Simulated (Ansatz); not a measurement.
**C3H4F2Ge: one species, many methods**

The task here is to estimate one member of a computed series from the others.

Method: functionals in def2-TZVPP, the program's frozen cores in correlated methods; program: Ansatz 0.2.0, Gaussian basis.

The runs, in order: LDA (SPW92), PBE-D4, revPBE-D4, BLYP-D4, r2SCAN-D4, B97M-V, PBE0-D4, B3LYP-D4, r2SCANh-D4, r2SCAN0-D4, HSE06-D4, BHLYP-D4, CAM-B3LYP-D4, LC-ωPBE, ωB97X-V, ωB97M-V, B2PLYP, PBE-QIDH; CCSD(T)/def2-SVP; CCSD(T)/def2-TZVPP; MP2/def2-QZVPP; extrapolation to the limit; RPA on PBE.

**The relaxed structure**

An earlier PBE0-D4 in a triple-zeta def2 set relaxation fixed the geometry.

10 atoms, charge 0, spin multiplicity 1.

Atoms are counted from 1 here; the program's logs count them from 0.

Bond lengths: C1–C2 1.204 Å, C1–H7 1.066 Å, C2–Ge3 1.885 Å, Ge3–C4 1.917 Å, Ge3–F5 1.725 Å, Ge3–F6 1.725 Å, C4–H8 1.090 Å, C4–H9 1.090 Å, C4–H10 1.090 Å. Angles: C2–C1–H7 179.4°, C1–C2–Ge3 177.4°, C2–Ge3–C4 117.4°, C2–Ge3–F5 107.4°, C2–Ge3–F6 107.4°, C4–Ge3–F5 109.8°, C4–Ge3–F6 109.8°, F5–Ge3–F6 104.2°, Ge3–C4–H8 109.7°, Ge3–C4–H9 109.6°, Ge3–C4–H10 109.2°, H8–C4–H9 109.3°, H8–C4–H10 109.5°, H9–C4–H10 109.5°.

The first run:

Input file in.yaml:

```yaml
crystal:
  periodic: [false, false, false]
  atoms:
    - {symbol: C, position_ang: [1.626020, 1.826135, -1.233737]}
    - {symbol: C, position_ang: [0.727640, 1.091803, -0.913069]}
    - {symbol: Ge, position_ang: [-0.630900, -0.084313, -0.344063]}
    - {symbol: C, position_ang: [-0.295366, -1.123112, 1.231515]}
    - {symbol: F, position_ang: [-0.994857, -1.129559, -1.667554]}
    - {symbol: F, position_ang: [-2.066317, 0.849626, -0.134398]}
    - {symbol: H, position_ang: [2.415544, 2.480353, -1.527091]}
    - {symbol: H, position_ang: [0.587020, -1.744893, 1.079909]}
    - {symbol: H, position_ang: [-0.127753, -0.459072, 2.079551]}
    - {symbol: H, position_ang: [-1.157830, -1.758268, 1.431836]}
basis:
  gaussian: {orbitals: def2-TZVPP}
hamiltonian: {xc: lda}
output: {orbitals: {seedname: orbitals}}
```

Command:

```sh
$ ansatz run in.yaml --threads 4 --pin off --events-out ev --progress --plain --max-ram 10444MiB
```

Steps of the session up to this table: LDA; PBE-D4 (GGA); revPBE-D4 (GGA); BLYP-D4 (GGA); r2SCAN-D4 (meta-GGA); B97M-V (meta-GGA); B3LYP-D4 (hybrid); r2SCANh-D4 (hybrid); r2SCAN0-D4 (hybrid); HSE06-D4 (hybrid); BHLYP-D4 (hybrid); CAM-B3LYP-D4 (range-separated); LC-ωPBE (range-separated); ωB97X-V (range-separated); ωB97M-V (range-separated); B2PLYP (double hybrid); PBE-QIDH (double hybrid).

One table of the session follows, with a row left open; its other results are not shown here.

It belongs to the step «Orbital energies across the functionals». 

```
  functional  HOMO (eV)  gap (eV)
 LDA (SPW92)      -7.84      6.02
      PBE-D4          ?         ?
   revPBE-D4      -7.54      6.13
     BLYP-D4      -7.45      6.06
   r2SCAN-D4      -7.88      6.58
      B97M-V      -7.85      6.60
     PBE0-D4      -8.89      8.30
    B3LYP-D4      -8.63      7.81
  r2SCANh-D4      -8.36      7.40
  r2SCAN0-D4      -9.07      8.61
    HSE06-D4      -8.48      7.51
    BHLYP-D4      -9.98     10.41
CAM-B3LYP-D4     -10.27     10.79
     LC-ωPBE     -11.74     13.46
     ωB97X-V     -11.30     12.91
     ωB97M-V     -11.17     12.65
```

**Question.** Estimate the row for PBE-D4.

The run gave: HOMO (eV): -7.62; gap (eV): 6.10. In the column «HOMO (eV)» it lies between LDA (SPW92) (-7.84) and revPBE-D4 (-7.54).
